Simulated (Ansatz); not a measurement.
# Ba3HfO: one candidate of a structure search

Aim: relax a trial structure of Ba3HfO and see where it ends.

Computed with Ansatz 0.2.0 (DFT PBE, scalar-relativistic, plane waves, PAW, unless a step's input says otherwise).

**1. The system as given**

It takes space group P4/mmm (No. 123, tetragonal). Conventional cell: a = 6.148 Å, b = 6.148 Å, c = 4.076 Å, α = 90.00°, β = 90.00°, γ = 90.00°. Around Ba (site symmetry mmm) lie 2 Ba at 3.07 Å and 2 Hf at 3.07 Å. Ba (site symmetry 4/mmm) is surrounded by 4 Ba at 3.07 Å. Around Hf (site symmetry 4/mmm) lie 2 O at 2.04 Å. O (site symmetry 4/mmm) is surrounded by 2 Hf at 2.04 Å.

Coordinates:

```
Ba Hf O
1.0
     6.14754    0.00000    0.00000
     0.00000    6.14754    0.00000
     0.00000    0.00000    4.07627
Ba Hf O
3 1 1
Direct
  0.00000 0.50000 0.00000
  0.50000 0.00000 0.00000
  0.50000 0.50000 0.00000
  0.00000 0.00000 0.00000
  0.00000 0.00000 0.50000
```

Recipe of the guess: random cell by space group and Wyckoff sites (P4/mmm, No. 123). Lengths come from tabulated atomic sizes and are only a guess.

**2. The guess as it stands, on a coarse mesh**

The input, input.yaml:

```yaml
crystal:
  lattice:
    - [6.14753664, 0.0, 0.0]
    - [0.0, 6.14753664, 0.0]
    - [0.0, 0.0, 4.07627266]
  atoms:
    - { symbol: Ba, position: [0.0, 0.5, 0.0] }
    - { symbol: Ba, position: [0.5, 0.0, 0.0] }
    - { symbol: Ba, position: [0.5, 0.5, 0.0] }
    - { symbol: Hf, position: [0.0, 0.0, 0.0] }
    - { symbol: O, position: [0.0, 0.0, 0.5] }
basis:
  ecutwfc: 420
kpoints:
  mp_grid: { grid: [4, 4, 4] }
hamiltonian:
  xc: pbe
scf:
  occupations: { method: gaussian, width: 0.1 }
  lower_state_search: "off"
output:
  forces: true
  stress: true
  eigenvalues: true
```

On the command line:

```sh
> ansatz run input.yaml --threads 1 --pin off --max-ram 2560MiB --backend cpu --events-out ev --progress --plain --runs-dir out
```

Further runs follow: a loose first relaxation; full relaxation.

Q: Predict the outcome of this session. Wanted: conventional cell; volume; energy over the elements; gap on the mesh.

**Answer**, as computed:

| quantity | value |
| --- | --- |
| symmetry at the end (tolerance 0.05 Å) | space group P4/mmm (No. 123) |
| conventional cell | a = 7.553 Å, b = 7.553 Å, c = 3.973 Å, α = 90.00°, β = 90.00°, γ = 90.00° |
| volume | 45.33 Å³/atom |
| energy over the elements (uncorrected; H, N, O, F and Cl as molecules) | -0.30 eV/atom |
| gap on the mesh | none (metal) |

What this shows: The space group P4/mmm (No. 123) is kept, and the volume per atom grows by 47.1 % from the first guess. A negative formation energy is needed for stability but isn't enough; other structures and compounds were not set against it here. No finished test with a distortion of lower symmetry is shown, so the end may be a saddle point. Spin-orbit coupling is left out for Hf.
